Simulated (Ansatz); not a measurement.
# CH6AuNS: how energies converge with the basis set

An exercise on one series of results from a longer session: the logs are not shown, and one member is left open.

Program: Ansatz 0.2.0, Gaussian basis. Level of theory: one geometry, several basis sets. These are calculated values, not measurements.

Plan: PBE0-D4/def2-SVP; ωB97M-V/def2-SVP; PBE0-D4/def2-QZVPP; ωB97M-V/def2-QZVPP; the functionals' def2-TZVPP values are taken from earlier runs.

## Structure used throughout

An earlier PBE0-D4 in a triple-zeta def2 set relaxation fixed the geometry. Au takes the def2 core potential; no spin-orbit term is included.

10 atoms, charge 0, spin multiplicity 1.

Atoms are counted from 1 here; the program's logs count them from 0.

Bond lengths: C1–S2 1.817 Å, C1–H5 1.090 Å, C1–H6 1.090 Å, C1–H7 1.092 Å, S2–Au3 2.248 Å, Au3–N4 2.134 Å, N4–H8 1.014 Å, N4–H9 1.014 Å, N4–H10 1.014 Å. Angles: S2–C1–H5 111.9°, S2–C1–H6 111.9°, S2–C1–H7 106.5°, H5–C1–H6 109.5°, H5–C1–H7 108.4°, H6–C1–H7 108.4°, C1–S2–Au3 104.4°, S2–Au3–N4 177.5°, Au3–N4–H8 111.2°, Au3–N4–H9 111.2°, Au3–N4–H10 110.1°, H8–N4–H9 108.2°, H8–N4–H10 108.0°, H9–N4–H10 108.0°.

Set-up of the first run:

Input file in.yaml:

```yaml
crystal:
  periodic: [false, false, false]
  atoms:
    - {symbol: C, position_ang: [0.035340, 1.955119, -1.587956]}
    - {symbol: S, position_ang: [1.431334, 1.271202, -0.648134]}
    - {symbol: Au, position_ang: [0.544683, -0.443165, 0.504082]}
    - {symbol: N, position_ang: [-0.213861, -2.086666, 1.633761]}
    - {symbol: H, position_ang: [-0.382150, 1.227614, -2.283757]}
    - {symbol: H, position_ang: [-0.752739, 2.326827, -0.933383]}
    - {symbol: H, position_ang: [0.430615, 2.794825, -2.163006]}
    - {symbol: H, position_ang: [-0.939873, -1.787492, 2.275330]}
    - {symbol: H, position_ang: [-0.601501, -2.801207, 1.027647]}
    - {symbol: H, position_ang: [0.531053, -2.508154, 2.178217]}
basis:
  gaussian: {orbitals: def2-SVP}
hamiltonian: {xc: pbe0, dispersion: d4}
output: {orbitals: {seedname: orbitals}}
```

The run is started by

```console
$ ansatz run in.yaml --threads 4 --pin off --events-out ev --progress --plain --max-ram 10444MiB
```

Steps of the session up to this table: PBE0-D4 in def2-SVP; ωB97M-V in def2-SVP; PBE0-D4 in def2-QZVPP; ωB97M-V in def2-QZVPP.

One table of the session follows, with a row left open; its other results are not shown here.

It belongs to the step «Density functionals: the series». 

```
functional       basis  HOMO (eV)
   PBE0-D4    def2-SVP      -5.06
   PBE0-D4  def2-TZVPP      -5.18
   PBE0-D4  def2-QZVPP      -5.23
   ωB97M-V    def2-SVP      -7.17
   ωB97M-V  def2-TZVPP      -7.32
   ωB97M-V  def2-QZVPP          ?
```

Q: Estimate the row for ωB97M-V, def2-QZVPP from the others.

The run gave: HOMO (eV): -7.37. In the column «HOMO (eV)» it is the lowest.
